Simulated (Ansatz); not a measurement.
# C₃H₉BO₂Te: a ladder of functionals and wavefunction methods

An exercise on one series of results from a longer session: the logs are not shown, and one member is left open.

The runs use Ansatz 0.2.0, Gaussian basis; functionals in def2-TZVPP, the program's frozen cores in correlated methods.

Plan: LDA (SPW92), PBE-D4, revPBE-D4, BLYP-D4, r2SCAN-D4, B97M-V, PBE0-D4, B3LYP-D4, r2SCANh-D4, r2SCAN0-D4, HSE06-D4, BHLYP-D4, CAM-B3LYP-D4, LC-ωPBE, ωB97X-V, ωB97M-V, B2PLYP, PBE-QIDH; CCSD(T)/def2-SVP; CCSD(T)/def2-TZVPP; MP2/def2-QZVPP; extrapolation to the limit; RPA on PBE.

## Structure used throughout

All runs share one geometry, relaxed beforehand with PBE0-D4 in a triple-zeta def2 set. Te takes the def2 core potential; no spin-orbit term is included.

SMILES `CC(C)[Te]B(O)O`, 16 atoms, charge 0, spin multiplicity 1.

Atoms are counted from 1 here; the program's logs count them from 0.

Bond lengths: C1–C2 1.513 Å, C1–H8 1.090 Å, C1–H9 1.097 Å, C1–H10 1.093 Å, C2–C3 1.515 Å, C2–Te4 2.176 Å, C2–H11 1.091 Å, C3–H12 1.095 Å, C3–H13 1.094 Å, C3–H14 1.091 Å, Te4–B5 2.175 Å, B5–O6 1.364 Å, B5–O7 1.358 Å, O6–H15 0.958 Å, O7–H16 0.964 Å. Angles: C2–C1–H8 111.6°, C2–C1–H9 109.6°, C2–C1–H10 111.2°, H8–C1–H9 108.0°, H8–C1–H10 108.4°, H9–C1–H10 107.8°, C1–C2–C3 112.8°, C1–C2–Te4 111.2°, C1–C2–H11 110.2°, C3–C2–Te4 108.5°, C3–C2–H11 110.4°, Te4–C2–H11 103.3°, C2–C3–H12 109.7°, C2–C3–H13 111.4°, C2–C3–H14 112.1°, H12–C3–H13 107.3°, H12–C3–H14 108.1°, H13–C3–H14 108.1° and more.

As a file:

```xyz
16
C3H9BO2Te
C     0.7869    0.5997    1.3144
C     0.6635   -0.5458    0.3332
C     1.9226   -1.3845    0.2487
Te    0.1788    0.1746   -1.6624
B    -1.8887    0.6856   -1.2202
O    -2.7288    1.2371   -2.1424
O    -2.3631    0.4360    0.0277
H    -0.1371    1.1743    1.3782
H     1.0111    0.2060    2.3133
H     1.5966    1.2771    1.0318
H    -0.1930   -1.1703    0.5898
H     2.1694   -1.7798    1.2400
H     2.7770   -0.7898   -0.0868
H     1.8080   -2.2290   -0.4333
H    -2.3382    1.3955   -3.0032
H    -3.2881    0.6908    0.1154
```

The first run:

Contents of in.yaml:

```yaml
crystal:
  periodic: [false, false, false]
  atoms:
    - {symbol: C, position_ang: [0.786928, 0.599664, 1.314386]}
    - {symbol: C, position_ang: [0.663535, -0.545761, 0.333193]}
    - {symbol: C, position_ang: [1.922610, -1.384533, 0.248708]}
    - {symbol: Te, position_ang: [0.178830, 0.174560, -1.662353]}
    - {symbol: B, position_ang: [-1.888740, 0.685617, -1.220206]}
    - {symbol: O, position_ang: [-2.728840, 1.237116, -2.142447]}
    - {symbol: O, position_ang: [-2.363082, 0.436034, 0.027718]}
    - {symbol: H, position_ang: [-0.137117, 1.174279, 1.378239]}
    - {symbol: H, position_ang: [1.011148, 0.206037, 2.313278]}
    - {symbol: H, position_ang: [1.596594, 1.277133, 1.031822]}
    - {symbol: H, position_ang: [-0.192986, -1.170310, 0.589758]}
    - {symbol: H, position_ang: [2.169376, -1.779813, 1.240004]}
    - {symbol: H, position_ang: [2.777033, -0.789823, -0.086765]}
    - {symbol: H, position_ang: [1.808026, -2.228964, -0.433264]}
    - {symbol: H, position_ang: [-2.338178, 1.395525, -3.003190]}
    - {symbol: H, position_ang: [-3.288133, 0.690837, 0.115417]}
basis:
  gaussian: {orbitals: def2-TZVPP}
hamiltonian: {xc: lda}
output: {orbitals: {seedname: orbitals}}
```

Steps of the session up to this table: LDA; PBE-D4 (GGA); revPBE-D4 (GGA); BLYP-D4 (GGA); r2SCAN-D4 (meta-GGA); B97M-V (meta-GGA); PBE0-D4 (hybrid); B3LYP-D4 (hybrid); r2SCANh-D4 (hybrid); r2SCAN0-D4 (hybrid); HSE06-D4 (hybrid); BHLYP-D4 (hybrid); CAM-B3LYP-D4 (range-separated); LC-ωPBE (range-separated); ωB97X-V (range-separated); ωB97M-V (range-separated); B2PLYP (double hybrid); PBE-QIDH (double hybrid).

One of the session's tables, all rows but one given; the rest of the session is left out.

It belongs to the step «Orbital energies across the functionals». 

```
  functional  HOMO (eV)  gap (eV)
 LDA (SPW92)      -5.16      3.64
      PBE-D4      -4.99      3.69
   revPBE-D4      -4.93      3.73
     BLYP-D4      -4.83      3.62
   r2SCAN-D4          ?         ?
      B97M-V      -5.23      4.10
     PBE0-D4      -6.01      5.53
    B3LYP-D4      -5.80      5.09
  r2SCANh-D4      -5.60      4.84
  r2SCAN0-D4      -6.17      5.83
    HSE06-D4      -5.62      4.77
    BHLYP-D4      -6.88      7.23
CAM-B3LYP-D4      -7.22      7.69
     LC-ωPBE      -8.49     10.10
     ωB97X-V      -8.19      9.66
     ωB97M-V      -8.09      9.33
```

**Question.** Estimate the row for r2SCAN-D4.

Worked estimate for «HOMO (eV)». Against the share of exact exchange, r2SCANh-D4 (0.1, -5.60), r2SCAN0-D4 (0.25, -6.17) give a slope of -3.80 per unit share; at 0 the line stands at -5.22.

As computed: HOMO (eV): -5.23; gap (eV): 4.17. In «HOMO (eV)» the line misses by +0.01.
